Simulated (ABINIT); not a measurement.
Crystal: NbTe.

```
Te Nb
1.0
     3.70297    0.00000    0.00000
    -1.85149    3.20687    0.00000
     0.00000    0.00000    3.69421
Te Nb
1 1
Direct
  0.66667 0.33333 0.00000
  0.00000 0.00000 0.50000
```

The cell comes from a database or a generator and needn't be the stable form of this composition.

```yaml
Program: ABINIT 10.8.3 (patched build)
Task: single point
Functional: PBE
Potentials_or_basis: JTH PAW PBE v2.0
Cutoff: 435 eV
k_mesh: 8 × 8 × 7
Occupations: fermi-dirac, width 0.05 eV
Spin: no spin polarisation
```

On this cell: pressure -0.1 GPa; largest force under 0.003 eV/Å; band gap on the k mesh none (metal or under the smearing width).

The same run follows on a disturbed copy (atoms moved at random, drawn with an rms of 0.05 Å):

```
CELL_PARAMETERS angstrom
3.70297 0.00000 0.00000
-1.85149 3.20687 0.00000
0.00000 0.00000 3.69421
ATOMIC_POSITIONS crystal
Te 0.66536 0.32952 0.99436
Nb 0.00067 0.99729 0.50685
```

Problem. What changes?

Solution. The energy (extrapolated to zero smearing) moves by +5.4 meV/atom; pressure 0.1 GPa; largest force 0.460 eV/Å; band gap on the k mesh none (metal or under the smearing width).

Forces on the atoms (eV/Å):
```
Te   0.051  0.034  0.456
Nb  -0.051 -0.034 -0.456
```

Stress tensor (GPa, compression positive):
```
-0.08  0.13  0.03
 0.13 -0.25  0.02
 0.03  0.02  0.60
```
